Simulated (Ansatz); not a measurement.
# LaPd2 (I4/mmm) in Ansatz: reference runs

Aim: a first look at LaPd2 with PBE, on the cell as given and on a disturbed one.

Program: Ansatz 0.2.0. These are calculated values, not measurements. Logs are shortened: lines on timing, memory, paths and dates and some standing lists are left out, and cuts for length are marked.

### Step 1. The structure

Symmetry: I4/mmm, No. 139, tetragonal system. Conventional cell: a = 4.008 Å, b = 4.008 Å, c = 8.943 Å, α = 90.00°, β = 90.00°, γ = 90.00°. La (site symmetry 4/mmm) has 8 Pd at 3.00 Å as nearest neighbours. Around Pd (site symmetry -4m2) lie 4 Pd at 2.83 Å and 4 La at 3.00 Å.

The cell comes from a database or a generator and needn't be the stable form of this composition.

### Step 2. Single point, PBE

input.yaml

```yaml
crystal:
  lattice:
    - [-2.003874, 2.003874, 4.471731]
    - [2.003874, -2.003874, 4.471731]
    - [2.003874, 2.003874, -4.471731]
  atoms:
    - { symbol: La, position: [0.0, 0.0, 0.0] }
    - { symbol: Pd, position: [0.25, 0.75, 0.5] }
    - { symbol: Pd, position: [0.75, 0.25, 0.5] }
hamiltonian:
  xc: pbe
  pseudopotentials: { kind: paw }
kpoints:
  mp_grid: { grid: [9, 9, 9] }
scf:
  occupations: { method: fermi_dirac, width: 0.05 }
output:
  forces: true
  stress: true
  eigenvalues: true
  write_density: true
  write_potential: true
  elf: true
  volumetric_format: npy
```

Potentials or basis: Ansatz PAW.

Started as:

```bash
$ ansatz run input.yaml --threads 2 --pin off --max-ram 5120MiB --backend cpu --events-out ev --progress --plain --runs-dir out
```

Output:

```text
Warning: RAYON_NUM_THREADS=2 ignored (pool sized by the plan → 2); use --threads N
Engine: ansatz 0.2.0, aarch64-unknown-linux-gnu
Pseudopotentials: kind: paw
Pseudopotential: La, paw, valence charge 11, recommended cutoff 420 eV (normal), La.paw.azcp
Pseudopotential: Pd, paw, valence charge 18, recommended cutoff 420 eV (normal), Pd.paw.azcp
Functional definition: PBE
  parameter kappa = 0.804
  parameter beta = 0.06672455060314922
  exchange = pbe_x(kappa = kappa, mu = beta*pi^2/3)
  correlation = pbe_c(beta = beta)
Crystal: 3 atoms, lattice volume = 71.825 Å³
Basis set: ecut = 420 eV, 1371 PW (Γ), exchange–correlation on 72×72×72 points (8 copies of the dense FFT grid, shifted against one another)
Bands: 29, of which v1, the nominal top of the filled ones, is band 24 counted from 1 (23 counted from 0)
Symmetry: 16 space group operations
Space group: I4/mmm (ITA 139), of the structure as read, at distance tolerance 4.2e-5 Å
k-points: 75 of 729
Non-local potential: La, projectors of the file, l = 0: 3, l = 1: 2, l = 2: 2, l = 3: 3
Non-local potential: Pd, projectors of the file, l = 0: 2, l = 1: 2, l = 2: 2, l = 3: 1
PAW form: soft (Blöchl's): semilocal exchange-correlation on the pseudo side does not see the compensation charge
PAW one-centre angular grid: La, 590 points (default); XC on 64 Gauss nodes
PAW one-centre angular grid: Pd, 590 points (default); XC on 64 Gauss nodes
Initial density: superposition of atomic densities (neutral atoms: chi_scale 0, normalization atom), corrected by the library's trained network
Initial wavefunctions: pseudopotential atomic-orbital guess
Functional: x = pbe(κ = 0.804, μ = 0.2195149727645171), c = pbe(β = 0.06672455060314922)
SCF iter   1: F=—  HF=-20197.545257 eV  |F-HF|=—  |Δ(HF+E_count)|=         —  Δρ=2.61e-3  dr2=3.45e-3  ethr=1.77e-3  ⟨swp⟩=4.2  Hψ=8007  notcnv=0
preconditioner: auto → LDOS  [metal: Δε(μ)=0.014 eV  Ē_g=7.159 eV  σ=0.050 eV  W_gap=0.07  n_scr=14 (ndim 8)  ℏωp=23.6 eV  f_vac=0.023  D(μ)=1.72/eV (n_scr^D=10)  β→1.0]
SCF iter   2: F=—  HF=-20197.545831 eV  |F-HF|=—  |Δ(HF+E_count)|=   5.74e-4  Δρ=1.64e-3  dr2=2.07e-3  ethr=7.34e-6  ⟨swp⟩=2.4  Hψ=4973  notcnv=0  defer=16
SCF iter   3: F=—  HF=-20197.545680 eV  |F-HF|=—  |Δ(HF+E_count)|=   1.51e-4  Δρ=1.14e-3  dr2=1.16e-3  ethr=4.40e-6  ⟨swp⟩=2.9  Hψ=3743  notcnv=0  defer=16
SCF iter   4: F=—  HF=-20197.545536 eV  |F-HF|=—  |Δ(HF+E_count)|=   1.44e-4  Δρ=4.12e-4  dr2=1.47e-4  ethr=2.46e-6  ⟨swp⟩=2.2  Hψ=2742  notcnv=0  defer=16
SCF iter   5: F=—  HF=-20197.545519 eV  |F-HF|=—  |Δ(HF+E_count)|=   1.74e-5  Δρ=9.20e-5  dr2=8.70e-6  ethr=3.14e-7  ⟨swp⟩=2.2  Hψ=3154  notcnv=0  defer=16
SCF iter   6: F=—  HF=-20197.545524 eV  |F-HF|=—  |Δ(HF+E_count)|=   5.19e-6  Δρ=1.81e-5  dr2=2.38e-7  ethr=1.85e-8  ⟨swp⟩=2.0  Hψ=3595  notcnv=0  defer=16
SCF iter   7: F=-20197.545524 eV  HF=-20197.545524 eV  |F-HF|=1.17e-9  |Δ(HF+E_count)|=   8.08e-9  Δρ=1.90e-6  dr2=3.12e-9  ethr=2.13e-10  ⟨swp⟩=11.1  Hψ=16150  notcnv=0
SCF 1 converged in 7 iterations: F = -20197.545524 eV  dr2 = 3.12e-9
SCF converged after 7 iterations
Free energy (F): -20197.545524 eV
Harris-Foulkes:  -20197.545524 eV  (|F-HF|=1.17e-9)
Internal energy: -20197.531013 eV  (E = F + TS)
E sigma→0 (E₀):  -20197.538268 eV
Entropy (-TS):   -0.014511 eV (-4.837 meV/atom)
Fermi energy:    13.624864 eV
--- Per-component energies (eV) ---
  E_band       = -521.561970
  E_kinetic    = 1224.238116
  E_local      = -5777.049469  (includes V_loc(G=0)·N_el)
  E_nonlocal   = 529.639834
  E_hartree    = 2399.548658
  E_xc         = -477.088906
  E_vxc        = -571.167892  (∫ρ·V_xc dr)
  E_paw        = -12918.880687  (= ΣΔE_a)
  E_vpaw       = -726.320873  (= ΣTr[D̂ρ^β])
  E_aug_tail   = 0.000411  (compensation charges beyond the density's cutoff)
  E_ewald      = -5177.938970
  E_smearing   = -0.014511  (= −TS)
  E_closure    = -0.000000  (closes the sum)
  Σ components = -20197.545524   (vs F -20197.545524, Δ=0.00e0)
--- Forces (eV/Å), atoms counted from 1 ---
  atom   1  La     0.00000000     0.00000000    -0.00000000
  atom   2  Pd     0.00000000    -0.00000000     0.00000000
  atom   3  Pd     0.00000000     0.00000000     0.00000000
  max |Σ_I F_I| component: 3.47e-18 eV/Å
--- Stress (GPa, compression-positive) ---
       -0.502281       0.000000       0.000000
        0.000000      -0.502281      -0.000000
        0.000000       0.000000      -0.427886
  P = ⅓ Tr σ = -0.4775 GPa (-4.775 kbar)
--- Band table (eV; the first three rows and the last of 75) ---
  k-point 0: bands = ["-70.6518", "-70.6275", "-36.5238", "-36.4938", "-36.3896", "-36.3896", "-36.2464", "-36.2464", "-18.9923", "-2.7459", "-2.6501", "-2.6501", "8.4679", "9.5417", "9.6881", "9.7712", "10.6073", "10.6073", "11.3010", "11.5394", "11.5394", "12.5584", "13.3962", "13.4492", "15.2619", "15.3318", "15.3318", "15.6179", "15.6771"]
  k-point 1: bands = ["-70.6504", "-70.6289", "-36.5220", "-36.4955", "-36.3915", "-36.3715", "-36.2653", "-36.2449", "-18.9845", "-2.7415", "-2.7062", "-2.6914", "8.7560", "9.6811", "9.8833", "9.9242", "10.5096", "10.7239", "11.2119", "11.4354", "11.5636", "12.4587", "12.8296", "13.6248", "14.6554", "15.2345", "15.3384", "15.6614", "15.7104"]
  k-point 2: bands = ["-70.6468", "-70.6325", "-36.5174", "-36.5000", "-36.3964", "-36.3254", "-36.3128", "-36.2411", "-18.9648", "-2.8380", "-2.7938", "-2.7307", "9.3300", "10.2073", "10.2526", "10.3254", "10.4412", "11.0100", "11.0425", "11.1711", "11.3559", "11.8556", "12.1537", "14.0432", "14.3558", "15.1644", "15.3448", "15.6884", "15.8058"]
  k-point 74: bands = ["-70.6511", "-70.6282", "-36.5239", "-36.4943", "-36.3856", "-36.3854", "-36.2510", "-36.2507", "-18.9773", "-2.8692", "-2.6812", "-2.6222", "9.2757", "9.4910", "9.6309", "9.9212", "9.9428", "10.2189", "11.4480", "11.6760", "11.8243", "12.3964", "12.5323", "13.2042", "15.3061", "15.5663", "15.6153", "15.6762", "15.8743"]
```

It took 6.7 s on 2 threads of Arm Neoverse V1, shared host; peak memory 0.42 GiB.

What came out:

```yaml
Free_energy: -20197.5455 eV
Pressure: -0.5 GPa
Band_gap_on_the_k_mesh: none (metal or under the smearing width)
```

Spin-orbit coupling is left out, which matters for the levels of La.

### Step 3. Single point, PBE (atoms moved at random, drawn with an rms of 0.05 Å)

input.yaml, as its differences from that of step 2:

```diff
@@ -6,5 +6,5 @@
   atoms:
-    - { symbol: La, position: [0.0, 0.0, 0.0] }
-    - { symbol: Pd, position: [0.25, 0.75, 0.5] }
-    - { symbol: Pd, position: [0.75, 0.25, 0.5] }
+    - { symbol: La, position: [-0.000341, -0.003704, -0.012655] }
+    - { symbol: Pd, position: [0.246066, 0.741762, 0.497331] }
+    - { symbol: Pd, position: [0.756382, 0.253329, 0.507963] }
 hamiltonian:
```

Potentials or basis: Ansatz PAW.

Started as:

```bash
$ ansatz run input.yaml --threads 2 --pin off --max-ram 5120MiB --backend cpu --events-out ev --progress --plain --runs-dir out
```

Output:

```text
Warning: RAYON_NUM_THREADS=2 ignored (pool sized by the plan → 2); use --threads N
Engine: ansatz 0.2.0, aarch64-unknown-linux-gnu
Pseudopotentials: kind: paw
Pseudopotential: La, paw, valence charge 11, recommended cutoff 420 eV (normal), La.paw.azcp
Pseudopotential: Pd, paw, valence charge 18, recommended cutoff 420 eV (normal), Pd.paw.azcp
Functional definition: PBE
  parameter kappa = 0.804
  parameter beta = 0.06672455060314922
  exchange = pbe_x(kappa = kappa, mu = beta*pi^2/3)
  correlation = pbe_c(beta = beta)
Crystal: 3 atoms, lattice volume = 71.825 Å³
Basis set: ecut = 420 eV, 1371 PW (Γ), exchange–correlation on 72×72×72 points (8 copies of the dense FFT grid, shifted against one another)
Bands: 29, of which v1, the nominal top of the filled ones, is band 24 counted from 1 (23 counted from 0)
Symmetry: 1 space group operations
Space group: P1 (ITA 1), of the structure as read, at distance tolerance 4.2e-5 Å
k-points: 365 of 729 (time reversal used)
Non-local potential: La, projectors of the file, l = 0: 3, l = 1: 2, l = 2: 2, l = 3: 3
Non-local potential: Pd, projectors of the file, l = 0: 2, l = 1: 2, l = 2: 2, l = 3: 1
PAW form: soft (Blöchl's): semilocal exchange-correlation on the pseudo side does not see the compensation charge
PAW one-centre angular grid: La, 590 points (default); XC on 64 Gauss nodes
PAW one-centre angular grid: Pd, 590 points (default); XC on 64 Gauss nodes
[... 23 lines left out ...]
  E_kinetic    = 1224.333800
  E_local      = -5779.668824  (includes V_loc(G=0)·N_el)
  E_nonlocal   = 529.659487
  E_hartree    = 2400.727557
  E_xc         = -477.113494
  E_vxc        = -571.201925  (∫ρ·V_xc dr)
  E_paw        = -12918.900276  (= ΣΔE_a)
  E_vpaw       = -726.342641  (= ΣTr[D̂ρ^β])
  E_aug_tail   = 0.000406  (compensation charges beyond the density's cutoff)
  E_ewald      = -5176.559356
  E_smearing   = -0.014547  (= −TS)
  E_closure    = 0.000000  (closes the sum)
  Σ components = -20197.535247   (vs F -20197.535247, Δ=0.00e0)
--- Forces (eV/Å), atoms counted from 1 ---
  atom   1  La     0.04827505     0.05227400    -0.18978521
  atom   2  Pd     0.07481032     0.06147673     0.15379161
  atom   3  Pd    -0.12308056    -0.11375204     0.03603758
  max |Σ_I F_I| component: 4.40e-5 eV/Å
--- Stress (GPa, compression-positive) ---
       -0.373415       0.016040       0.149624
        0.016040      -0.483956      -0.158932
        0.149624      -0.158932      -0.250106
  P = ⅓ Tr σ = -0.3692 GPa (-3.692 kbar)
--- Band table (eV; the first three rows and the last of 365) ---
  k-point 0: bands = ["-70.6585", "-70.6327", "-36.5306", "-36.4994", "-36.4014", "-36.3918", "-36.2554", "-36.2482", "-18.9879", "-2.7459", "-2.6517", "-2.6436", "8.4689", "9.5348", "9.6652", "9.7849", "10.5961", "10.6076", "11.2775", "11.5064", "11.5642", "12.5481", "13.4105", "13.4375", "15.2565", "15.3250", "15.3425", "15.6259", "15.6860"]
  k-point 1: bands = ["-70.6572", "-70.6340", "-36.5289", "-36.5011", "-36.3990", "-36.3784", "-36.2709", "-36.2497", "-18.9801", "-2.7417", "-2.7048", "-2.6876", "8.7564", "9.6733", "9.8524", "9.9444", "10.5068", "10.7162", "11.1921", "11.4311", "11.5596", "12.4467", "12.8221", "13.6384", "14.6599", "15.2326", "15.3403", "15.6701", "15.7182"]
  k-point 2: bands = ["-70.6539", "-70.6372", "-36.5246", "-36.5052", "-36.4035", "-36.3379", "-36.3132", "-36.2459", "-18.9604", "-2.8358", "-2.7915", "-2.7298", "9.3267", "10.1966", "10.2457", "10.3164", "10.4422", "10.9922", "11.0274", "11.1732", "11.3646", "11.8461", "12.1442", "14.0495", "14.3655", "15.1613", "15.3507", "15.6941", "15.8128"]
  k-point 364: bands = ["-70.6519", "-70.6392", "-36.5217", "-36.5080", "-36.4037", "-36.3447", "-36.3056", "-36.2479", "-18.9480", "-2.9516", "-2.7958", "-2.7372", "9.6181", "10.0437", "10.4489", "10.5214", "10.6350", "10.8368", "10.8908", "11.3214", "11.4557", "11.6952", "11.9789", "13.6929", "14.8841", "15.1851", "15.4631", "15.7133", "15.8307"]
```

v_z.tsv:

```text
# z_ang	v_es[eV]	v_tot[eV]
# format = ansatz-planar-average/11
# xc	pbe
# density_cutoff_ev	1680
# datasets	La=:simpson_from_first_knot:soft	Pd=:simpson_from_first_knot:soft
# lattice	-2.003874000	2.003874000	4.471731000
# lattice	2.003874000	-2.003874000	4.471731000
# lattice	2.003874000	2.003874000	-4.471731000
# sites	3
# site	57	-0.032098054	-0.018619997	0.038501604
# site	46	1.989900987	0.003276334	2.193370640
# site	46	0.009839021	2.025948676	2.243682086
0.000000	9.474720e0	-1.170062e-1
0.147058	9.457061e0	-1.170111e-1
0.294116	9.403146e0	-1.460686e-1
0.441174	9.340003e0	-2.031766e-1
0.588232	9.289024e0	-2.908488e-1
0.735290	9.251184e0	-4.190063e-1
[... 28 lines left out ...]
4.999975	9.344326e0	-2.424246e-1
5.147033	9.437408e0	-1.538986e-1
```

Run time: 61 s. Hardware: 2 threads of Arm Neoverse V1, shared host; peak memory 0.88 GiB.

Results:

| Quantity | Value |
| --- | --- |
| Free energy | -20197.5352 eV |
| Pressure | -0.4 GPa |
| Largest force | 0.203 eV/Å |
| Band gap on the k mesh | none (metal or under the smearing width) |

Forces on the atoms (eV/Å):
```
La   0.048  0.052 -0.190
Pd   0.075  0.061  0.154
Pd  -0.123 -0.114  0.036
```

Levels at points of the mesh, in eV from the Fermi level:
```
           k point  band 19  band 20  band 21  band 22  band 23  band 24  band 25  band 26  band 27  band 28
(0.00, 0.00, 0.00)    -2.35    -2.12    -2.06    -1.08    -0.22    -0.19     1.63     1.70     1.71     2.00
```

Spin-orbit coupling is left out, which matters for the levels of La.
